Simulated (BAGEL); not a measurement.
# CH5GaO2 (SMILES [CH3][Ga]([OH])[OH]): B3LYP/6-31G(d) (density fitting with cc-pvqz-jkfit, spherical functions)

What is the energy change on altering one bond length of CH5GaO2 at B3LYP/6-31G* (density fitting with cc-pvqz-jkfit, spherical functions)? 

Program for the calculation: BAGEL 1.2.2.

2 further runs of the same task are left out: 1 that didn't finish, 1 set aside as unsound or not needed.

**1. The structure to begin with**

CH5GaO2: 9 atoms, total charge 0, spin state singlet. SMILES: `[CH3][Ga]([OH])[OH]`. The shape is that of a PBE0-D4/def2-TZVP optimisation. This is one conformer, not always the lowest.

Bond lengths: C1–Ga2 1.941 Å, Ga2–O3 1.791 Å, Ga2–O4 1.791 Å, C1–H5 1.090 Å, C1–H6 1.091 Å, C1–H7 1.091 Å, O3–H8 0.959 Å, O4–H9 0.959 Å. Some angles: C1–Ga2–O3 121.3°, C1–Ga2–O4 121.2°, O3–Ga2–O4 117.5°, Ga2–C1–H5 110.5°, Ga2–C1–H6 109.9°, Ga2–C1–H7 110.2°, Ga2–O3–H8 115.4°, Ga2–O4–H9 115.3°, H5–C1–H6 108.9°, H5–C1–H7 109.4°.

**2. The energy at B3LYP/6-31G(d) (density fitting with cc-pvqz-jkfit, spherical functions)**

dft.json reads:

```json
{ "bagel": [

{
  "title": "molecule",
  "basis": "6-31gs.json",
  "df_basis": "cc-pvqz-jkfit",
  "angstrom": true,
  "geometry": [
    { "atom": "C", "xyz": [       0.139500,       0.740600,      -1.385600 ] },
    { "atom": "Ga", "xyz": [      -0.022300,      -0.180400,       0.314900 ] },
    { "atom": "O", "xyz": [       0.237900,      -1.947500,       0.443200 ] },
    { "atom": "O", "xyz": [      -0.435700,       0.706800,       1.814800 ] },
    { "atom": "H", "xyz": [       0.259800,       0.024500,      -2.197900 ] },
    { "atom": "H", "xyz": [       1.005300,       1.404900,      -1.368100 ] },
    { "atom": "H", "xyz": [      -0.746600,       1.349900,      -1.568800 ] },
    { "atom": "H", "xyz": [       0.141200,      -2.314500,       1.323600 ] },
    { "atom": "H", "xyz": [      -0.490700,       0.169600,       2.607000 ] }
  ]
},

{ "title": "ks", "xc_func": "b3lyp" },

{ "title": "print", "file": "orbitals.molden", "orbitals": true }

]}
```

The basis set 6-31G* is read from a file made from the Basis Set Exchange's data (not shown).

Started as:

```
BAGEL_NUM_THREADS=1 BAGEL dft.json > dft.out
```

Standard output:

```text
* using 1 threads per process

  ===============================================================
  ===============================================================

  *** Geometry ***

  { "atom" : "C", "xyz" : [      0.263617,      1.399531,     -2.618405 ] },
  { "atom" : "Ga", "xyz" : [     -0.042141,     -0.340907,      0.595075 ] },
  { "atom" : "O", "xyz" : [      0.449566,     -3.680242,      0.837527 ] },
  { "atom" : "O", "xyz" : [     -0.823354,      1.335658,      3.429475 ] },
  { "atom" : "H", "xyz" : [      0.490951,      0.046298,     -4.153429 ] },
  { "atom" : "H", "xyz" : [      1.899742,      2.654876,     -2.585334 ] },
  { "atom" : "H", "xyz" : [     -1.410870,      2.550941,     -2.964602 ] },
  { "atom" : "H", "xyz" : [      0.266829,     -4.373771,      2.501241 ] },
  { "atom" : "H", "xyz" : [     -0.927289,      0.320498,      4.926516 ] },

  Number of auxiliary basis functions:      791

  Since a DF basis is specified, we compute 2- and 3-index integrals:
    o Being stored without compression. Storage requirement is 0.045 GB

  Number of basis functions:       84
  Number of electrons      :       58

    * METHOD: MOLECULE                             1.01

  *** Kohn-Sham DFT ***

    * Removing 15907 points whose weight is below 1.00e-10
    * Grid points: 118247

  === Nuclear Repulsion ===
   287.7437801815

       - DIIS with orbital gradients will be used.

  === KS iteration (b3lyp / 6-31gs.json) ===
      0      -2028.90951302          0.12236208           0.77
      1      -1845.42092428          0.22556806           0.73
      2      -1990.07944031          0.11988296           0.71
      3      -2017.97490702          0.18330504           0.71
      4      -2043.22014200          0.19372238           0.69
      5      -2038.01503081          0.19672305           0.69
      6      -2037.99726263          0.19819952           0.71
      7      -2029.94870676          0.17646173           0.69
      8      -2031.65860940          0.14389180           0.70
      9      -2104.62989679          0.09062803           0.69
     10      -2047.57528802          0.17021439           0.69
     11      -2114.42438628          0.07144647           0.69
     12      -2114.77038177          0.05972896           0.68
     13      -2115.47193239          0.04488560           0.68
     14      -2113.77075064          0.06916990           0.69
     15      -2110.80091535          0.08516818           0.69
     16      -2116.21505513          0.00645193           0.69
     17      -2116.22803032          0.00291993           0.68
     18      -2116.23197882          0.00081085           0.74
     19      -2116.23229872          0.00030188           0.69
     20      -2116.23234240          0.00006561           0.69
     21      -2116.23234412          0.00002420           0.69
     22      -2116.23234436          0.00000973           0.69
     23      -2116.23234439          0.00000373           0.68
     24      -2116.23234440          0.00000057           0.69
     25      -2116.23234440          0.00000035           0.70
     26      -2116.23234440          0.00000011           0.68
     27      -2116.23234440          0.00000003           0.68
     28      -2116.23234440          0.00000001           0.72
    * SCF iteration converged.

    * Permanent dipole moment:
           (    0.020458,     0.142816,    -0.274780) a.u.

    * METHOD: KS                                  21.22

    * METHOD: PRINT                                0.02

  ===============================================================
```

Wall time 23 s (1 thread of Intel Xeon Platinum 8259CL at 2.50GHz (Skylake/Cascade Lake), shared host); peak memory 0.53 GiB.

**3. The distorted shape, same level**

dft.json reads:

```json
{ "bagel": [

{
  "title": "molecule",
  "basis": "6-31gs.json",
  "df_basis": "cc-pvqz-jkfit",
  "angstrom": "true",
  "geometry": [
    { "atom": "C", "xyz": [       0.121452,       0.848032,      -1.263735 ] },
    { "atom": "Ga", "xyz": [      -0.040348,      -0.072968,       0.436765 ] },
    { "atom": "O", "xyz": [       0.219852,      -1.840068,       0.565065 ] },
    { "atom": "O", "xyz": [      -0.453748,       0.814232,       1.936665 ] },
    { "atom": "H", "xyz": [       0.259800,       0.024500,      -2.197900 ] },
    { "atom": "H", "xyz": [       0.987252,       1.512332,      -1.246235 ] },
    { "atom": "H", "xyz": [      -0.764648,       1.457332,      -1.446935 ] },
    { "atom": "H", "xyz": [       0.123152,      -2.207068,       1.445465 ] },
    { "atom": "H", "xyz": [      -0.508748,       0.277032,       2.728865 ] }
  ]
},

{ "title": "ks", "xc_func": "b3lyp" },

{ "title": "print", "file": "orbitals.molden", "orbitals": "true" }

]}
```

The basis set 6-31G* is read from a file made from the Basis Set Exchange's data (not shown).

Started as:

```
BAGEL_NUM_THREADS=1 BAGEL dft.json > dft.out
```

Standard output:

```text
* using 1 threads per process

  ===============================================================
  ===============================================================

  *** Geometry ***

  { "atom" : "C", "xyz" : [      0.229511,      1.602548,     -2.388113 ] },
  { "atom" : "Ga", "xyz" : [     -0.076247,     -0.137890,      0.825366 ] },
  { "atom" : "O", "xyz" : [      0.415460,     -3.477225,      1.067818 ] },
  { "atom" : "O", "xyz" : [     -0.857459,      1.538675,      3.659766 ] },
  { "atom" : "H", "xyz" : [      0.490951,      0.046298,     -4.153429 ] },
  { "atom" : "H", "xyz" : [      1.865636,      2.857893,     -2.355043 ] },
  { "atom" : "H", "xyz" : [     -1.444975,      2.753958,     -2.734311 ] },
  { "atom" : "H", "xyz" : [      0.232724,     -4.170754,      2.731533 ] },
  { "atom" : "H", "xyz" : [     -0.961394,      0.523515,      5.156807 ] },

  Number of auxiliary basis functions:      791

  Since a DF basis is specified, we compute 2- and 3-index integrals:
    o Being stored without compression. Storage requirement is 0.045 GB

  Number of basis functions:       84
  Number of electrons      :       58

    * METHOD: MOLECULE                             1.10

  *** Kohn-Sham DFT ***

    * Removing 15717 points whose weight is below 1.00e-10
    * Grid points: 118437

  === Nuclear Repulsion ===
   286.9850918119

       - DIIS with orbital gradients will be used.

  === KS iteration (b3lyp / 6-31gs.json) ===
      0      -2029.06458325          0.12219558           0.75
      1      -1845.96224990          0.22585054           0.69
      2      -1990.38565091          0.11971819           0.69
      3      -2018.16003822          0.18232705           0.69
      4      -2043.23642203          0.18669465           0.69
      5      -2037.61040433          0.19042802           0.76
      6      -2037.55106667          0.19189029           0.69
      7      -2030.84901115          0.17401411           0.69
      8      -2031.76231218          0.14445332           0.70
      9      -2104.35861834          0.10219281           0.70
     10      -2053.41294230          0.16415143           0.68
     11      -2115.19537762          0.04331752           0.68
     12      -2115.00680855          0.06228767           0.73
     13      -2115.83345978          0.03008020           0.68
     14      -2116.10375958          0.01729448           0.69
     15      -2116.11703140          0.01419716           0.68
     16      -2116.21944501          0.00164955           0.69
     17      -2116.21970949          0.00124708           0.68
     18      -2116.22042859          0.00017007           0.68
     19      -2116.22044340          0.00003732           0.68
     20      -2116.22044403          0.00000474           0.68
     21      -2116.22044404          0.00000253           0.68
     22      -2116.22044404          0.00000299           0.69
     23      -2116.22044404          0.00000053           0.69
     24      -2116.22044404          0.00000022           0.71
     25      -2116.22044404          0.00000004           0.69
     26      -2116.22044404          0.00000003           0.68
     27      -2116.22044404          0.00000000           0.68
    * SCF iteration converged.

    * Permanent dipole moment:
           (    0.025536,     0.121001,    -0.307187) a.u.

    * METHOD: KS                                  20.37

    * METHOD: PRINT                                0.02

  ===============================================================
```

Run time: 22 s. Hardware: 1 thread of Intel Xeon Platinum 8259CL at 2.50GHz (Skylake/Cascade Lake), shared host; peak memory 0.53 GiB.

**4. What came out**

Level: B3LYP/6-31G* (density fitting with cc-pvqz-jkfit, spherical functions).

```
                                                         quantity           value
                                        first shape: total energy  -2116.23234 Eh
                                       first shape: dipole moment          0.79 D
                                         first shape: HOMO energy        -7.87 eV
                                         first shape: LUMO energy        -0.46 eV
                                       first shape: HOMO–LUMO gap         7.41 eV
                                    distorted shape: total energy  -2116.22044 Eh
                                   distorted shape: dipole moment          0.84 D
                                     distorted shape: HOMO energy        -7.88 eV
                                     distorted shape: LUMO energy        -0.50 eV
                                   distorted shape: HOMO–LUMO gap         7.38 eV
energy change with the C1–H5 bond stretched from 1.090 to 1.253 Å        0.324 eV
```

What this shows: With the C1–H5 bond stretched from 1.090 to 1.253 Å the energy rises by 0.32 eV (7.5 kcal/mol). The first shape isn't relaxed at this level, so the change isn't measured from a minimum.
